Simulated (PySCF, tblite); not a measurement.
**C7H9N3: geometry, infrared bands and NMR shifts**

What infrared bands and NMR shifts should C7H9N3 (`C#Cc1nnn(CC)c1C`) show?

The runs use tblite 0.8.0 and PySCF 2.14.0, with density-fitted response routines of our own; the level of theory stands in each step. All values are computed, except where a source is named. Atoms count from 0, in the outputs and in this text.

## 1. The molecule as given

19 atoms, charge 0, multiplicity 1; geometry from: force field or distance geometry start.

Bonds of the start (Å): C0–C1 1.22, C1–C2 1.43, C2–N3 1.35, N3–N4 1.35, N4–N5 1.34, N5–C6 1.44, C6–C7 1.52, N5–C8 1.37, C8–C9 1.47, C8–C2 1.40, C0–H10 1.07, C6–H11 1.10, C6–H12 1.12, C7–H13 1.11, C7–H14 1.10, C7–H15 1.14, C9–H16 1.11, C9–H17 1.12, C9–H18 1.12.

## 2. Geometry optimisation with GFN2-xTB

The job: settings as JSON, then the geometry in Å.

```
{"job": {"kind": "relax", "xc": "GFN2-xTB", "basis": "xTB"}, "charge": 0, "multiplicity": 1}
C      3.988500     0.702200    -0.743100
C      2.902600     0.652000    -0.193800
C      1.636100     0.597200     0.473200
N      1.229700     1.215000     1.598900
N     -0.052100     0.880300     1.849800
N     -0.483200     0.078600     0.872700
C     -1.774300    -0.528900     0.685000
C     -2.594400     0.451200    -0.134800
C      0.543400    -0.131700    -0.011100
C      0.501200    -0.954100    -1.230300
H      4.928600     0.737900    -1.248700
H     -2.271300    -0.774400     1.631600
H     -1.707000    -1.470100     0.077100
H     -2.575900     0.202900    -1.212400
H     -2.172800     1.457400    -0.012100
H     -3.652100     0.504400     0.275500
H     -0.394800    -0.781400    -1.857800
H      0.546900    -2.035900    -0.928200
H      1.391300    -0.793400    -1.883700
```

On the command line:

```
OMP_NUM_THREADS=1 python probes_run.py task.json out
```

One launch serves the whole session: the jobs run in the order shown.

**Question.** This job is followed by: GFN2-xTB harmonic vibrations, gas phase; GIAO PBE0/pcSseg-1 NMR shielding, non-relativistic, gas phase. What will the session give for the following? strongest single infrared mode (GFN2-xTB); zero-point energy (GFN2-xTB); 13C shifts against TMS (PBE0/pcSseg-1); 1H shifts against TMS (PBE0/pcSseg-1, means over atoms taken as alike); 15N shifts against NH3 (PBE0/pcSseg-1).

**Answer**, as computed:

| quantity | value |
| --- | --- |
| strongest single infrared mode (GFN2-xTB) | 1304 cm⁻¹, 60 km/mol |
| zero-point energy (GFN2-xTB) | 93.4 kcal/mol |
| 13C shifts against TMS (PBE0/pcSseg-1) | 144.4, 133.8, 91.0, 79.6, 44.7, 18.5, 10.2 ppm |
| 1H shifts against TMS (PBE0/pcSseg-1, means over atoms taken as alike) | 4.36, 2.99, 2.50, 1.40 ppm |
| 15N shifts against NH3 (PBE0/pcSseg-1) | 400.1, 397.8, 272.3 ppm |

**Reading.** Over 87 steps the energy fell by 0.606 eV; of the close pairs, N3–N4 changed most, 1.348 to 1.273 Å. All 51 modes are real, so the xTB geometry is a minimum. The strongest single mode, at 1304 cm⁻¹, is spread over several atoms, N5, N3, N4, C2 among them. Unscaled tight-binding wavenumbers are off by several per cent, some by more. Its intensities can rank the bands wrongly. H11, H12 (mean) (hydrogen on an sp3 CH2 bonded to N) lies farthest downfield among hydrogen, at 4.36 ppm; its carbon carries N, hence the downfield position. At PBE0/pcSseg-1: The widest tensor belongs to N3: span 576 ppm, with a paramagnetic part of -460 ppm. NICS(1)zz of -30 ppm above the planar ring from C2 marks a diatropic (aromatic) ring current.
